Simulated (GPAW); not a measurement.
Crystal: Zn3H.

```xyz
4
Lattice="0.0000 2.9966 2.9966 2.9966 0.0000 2.9966 2.9966 2.9966 0.0000" Properties=species:S:1:pos:R:3 pbc="T T T"
Zn    2.9966    2.9966    2.9966
Zn    1.4983    1.4983    1.4983
Zn    4.4949    4.4949    4.4949
H     0.0000    0.0000    0.0000
```

The cell was built by a generator and needn't be a form met in nature.

Base run:

- Program: GPAW 26.7.0
- Functional: r2SCAN
- Potentials or basis: GPAW PAW data sets (gpaw-data 1.2.1)
- Cutoff: 600 eV
- Basis: pw
- k mesh: 6 × 6 × 6
- Occupations: fermi-dirac, width 0.05 eV
- Spin: no spin polarisation

Its results: pressure -3.2 GPa.

**Question.** The run is repeated on the same cell with these changes: functional from r2SCAN to LDA; potentials or basis from GPAW PAW data sets (gpaw-data 1.2.1) to the program's PAW data sets (release 1.2.1) made for this functional. What comes out?

**Answer.** Pressure -7.7 GPa.

Caveats: the PAW data sets were made with another functional, which shifts forces and pressure a little (some runs).
